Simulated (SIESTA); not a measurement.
## HPbNO4 in SIESTA: the effect of basis

Crystal: HPbNO4.

```
H Pb N O
1.0
     4.27531   -0.00040    0.00636
    -2.08399    5.20775   -0.04907
    -2.12377   -1.86574    4.91491
H Pb N O
1 1 1 4
Direct
  0.99073 0.03330 0.90994
  0.50274 0.81989 0.14287
  0.00838 0.47408 0.50265
  0.99816 0.92741 0.02877
  0.19467 0.73435 0.60852
  0.81673 0.35882 0.24556
  0.01381 0.33121 0.65217
```

The cell was built by a generator and needn't be a form met in nature.

Alike in all runs:

| Quantity | Value |
| --- | --- |
| Program | SIESTA 5.4.2 |
| Task | band structure |
| Functional | PBE |
| Potentials or basis | PseudoDojo 0.4 standard (PBE files) |
| Grid cutoff | 800 Ry |
| Energy shift | 0.003 Ry |
| k mesh | 8 × 6 × 6 |
| Occupations | fermi-dirac, width 0.05 eV |
| Spin | no spin polarisation |

```csv
basis,gap on the mesh (eV),pressure (GPa),largest force (eV/Å)
SZ,2.03,21.8,11.65
SZP,2.53,6.3,4.22
DZ,?,?,?
DZP,2.80,2.7,1.28
TZP,2.78,2.4,1.20
TZDP,2.69,3.6,2.04
```

What does the run with basis DZ give?

gap on the mesh 2.55 eV; pressure 7.9 GPa; largest force 4.23 eV/Å.

Caveats: spin-orbit coupling is left out, which as a rule narrows the gap of such compounds by several tenths of an eV; the basis of atomic orbitals isn't converged, which shifts pressures, moduli and gaps; forces of over 1 eV/Å show positions far from the minimum, so gaps and moduli don't describe the material at rest; the basis has no polarisation orbitals (some runs).

A k mesh can miss the band edges.
